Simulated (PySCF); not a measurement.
# Al⁺: excitation energy in dyall-acv3z

Each state of aluminium is computed at each level; their differences give the excitation energy. How far do the methods differ?

Method: unrestricted determinants in a Gaussian basis, no spin-orbit coupling in the energies. Code: PySCF 2.14.0.

## (1) The atom as given

* Element: aluminium (Z = 13)
* Basis: dyall-acv3z (19s12p6d4f, 113 functions)
* Hamiltonian: scalar relativity by spin-free X2C-1e
* State 1: Al⁺: [Ne] 3d2, high-spin 3F determinant (an excited configuration)
* Needed too, but not shown: Al⁺ [Ne] 3s2 (1S)
* Methods: UHF, LDA, PBE, PBE0, r2SCAN, PW91, wB97X-V, B3LYP, MP2
* Core shells frozen in the correlated runs: valence: [Ne]; valence and next inner shell: 1s2 (for Al⁺)

Outer shells as boxes (Hund's rule):

Al+ [Ne] 3d2
```
[Ne] core
3d [↑ ][↑ ][  ][  ][  ]
```

One driver process ran all states and methods and kept the integrals in memory. Each run is shown as a PySCF script that sums up its settings (the driver passes frozen orbitals as a list and adds second-order terms of double hybrids); the logs are those of the runs themselves. The driver starts from symmetry-adapted Hartree-Fock orbitals, holds the occupation by maximum overlap and uses a logarithmic radial grid for functionals, so a plain start would take other cycles.

The integrals over 113 functions and the set-up took 0.85 s of CPU time.

## (2) Al⁺ [Ne] 3d2, method by method

UHF:

Contents of input.py:

```python
from pyscf import gto, scf, dft, mp, cc
import basis_set_exchange as bse
mol = gto.M(atom="Al 0 0 0", charge=1, spin=2, symmetry="D2h",
            basis=gto.basis.parse(bse.get_basis("dyall-acv3z", elements=["Al"], fmt="nwchem")),
            nucmod="G")
mf = scf.UHF(mol).sfx2c1e()
mf.irrep_nelec = {'Ag': (3, 2), 'B1g': (1, 0), 'B1u': (1, 1), 'B2u': (1, 1), 'B3u': (1, 1)}
mf.kernel()
```

LDA:

Changes to input.py:

```diff
@@ -5,3 +5,3 @@
             nucmod="G")
-mf = scf.UHF(mol).sfx2c1e()
+mf = dft.UKS(mol, xc="LDA,VWN").sfx2c1e()
 mf.irrep_nelec = {'Ag': (3, 2), 'B1g': (1, 0), 'B1u': (1, 1), 'B2u': (1, 1), 'B3u': (1, 1)}
```

PBE:

Changes to input.py:

```diff
@@ -5,3 +5,3 @@
             nucmod="G")
-mf = dft.UKS(mol, xc="LDA,VWN").sfx2c1e()
+mf = dft.UKS(mol, xc="PBE").sfx2c1e()
 mf.irrep_nelec = {'Ag': (3, 2), 'B1g': (1, 0), 'B1u': (1, 1), 'B2u': (1, 1), 'B3u': (1, 1)}
```

PBE0:

Changes to input.py:

```diff
@@ -5,3 +5,3 @@
             nucmod="G")
-mf = dft.UKS(mol, xc="PBE").sfx2c1e()
+mf = dft.UKS(mol, xc="PBE0").sfx2c1e()
 mf.irrep_nelec = {'Ag': (3, 2), 'B1g': (1, 0), 'B1u': (1, 1), 'B2u': (1, 1), 'B3u': (1, 1)}
```

r2SCAN:

Changes to input.py:

```diff
@@ -5,3 +5,3 @@
             nucmod="G")
-mf = dft.UKS(mol, xc="PBE0").sfx2c1e()
+mf = dft.UKS(mol, xc="R2SCAN").sfx2c1e()
 mf.irrep_nelec = {'Ag': (3, 2), 'B1g': (1, 0), 'B1u': (1, 1), 'B2u': (1, 1), 'B3u': (1, 1)}
```

PW91:

Changes to input.py:

```diff
@@ -5,3 +5,3 @@
             nucmod="G")
-mf = dft.UKS(mol, xc="R2SCAN").sfx2c1e()
+mf = dft.UKS(mol, xc="PW91,PW91").sfx2c1e()
 mf.irrep_nelec = {'Ag': (3, 2), 'B1g': (1, 0), 'B1u': (1, 1), 'B2u': (1, 1), 'B3u': (1, 1)}
```

wB97X-V:

Changes to input.py:

```diff
@@ -5,3 +5,3 @@
             nucmod="G")
-mf = dft.UKS(mol, xc="PW91,PW91").sfx2c1e()
+mf = dft.UKS(mol, xc="WB97X_V").sfx2c1e()
 mf.irrep_nelec = {'Ag': (3, 2), 'B1g': (1, 0), 'B1u': (1, 1), 'B2u': (1, 1), 'B3u': (1, 1)}
```

B3LYP:

Changes to input.py:

```diff
@@ -5,3 +5,3 @@
             nucmod="G")
-mf = dft.UKS(mol, xc="WB97X_V").sfx2c1e()
+mf = dft.UKS(mol, xc="B3LYP").sfx2c1e()
 mf.irrep_nelec = {'Ag': (3, 2), 'B1g': (1, 0), 'B1u': (1, 1), 'B2u': (1, 1), 'B3u': (1, 1)}
```

MP2 (valence):

Changes to input.py:

```diff
@@ -5,4 +5,5 @@
             nucmod="G")
-mf = dft.UKS(mol, xc="B3LYP").sfx2c1e()
+mf = scf.UHF(mol).sfx2c1e()
 mf.irrep_nelec = {'Ag': (3, 2), 'B1g': (1, 0), 'B1u': (1, 1), 'B2u': (1, 1), 'B3u': (1, 1)}
 mf.kernel()
+mp.UMP2(mf, frozen=5).kernel()
```

## (3) Al⁺ [Ne] 3d2, continued

MP2 (valence and next inner shell):

Edit input.py of step 2 so:

```diff
@@ -8,2 +8,2 @@
 mf.kernel()
-mp.UMP2(mf, frozen=5).kernel()
+mp.UMP2(mf, frozen=1).kernel()
```

**Question.** What will these runs give?

As calculated:

```
                         quantity                                                     value
excitation energy, Al⁺ → [Ne] 3d2  UHF 24.004, MP2 (valence and next inner shell) 25.018 eV
```

**Reading.** The methods span 1.529 eV, from PBE (23.680) to SCS-MP2 (valence and next inner shell) (25.209). No reference value is at hand in this session. All values hold for this basis alone; no basis-set limit was taken.
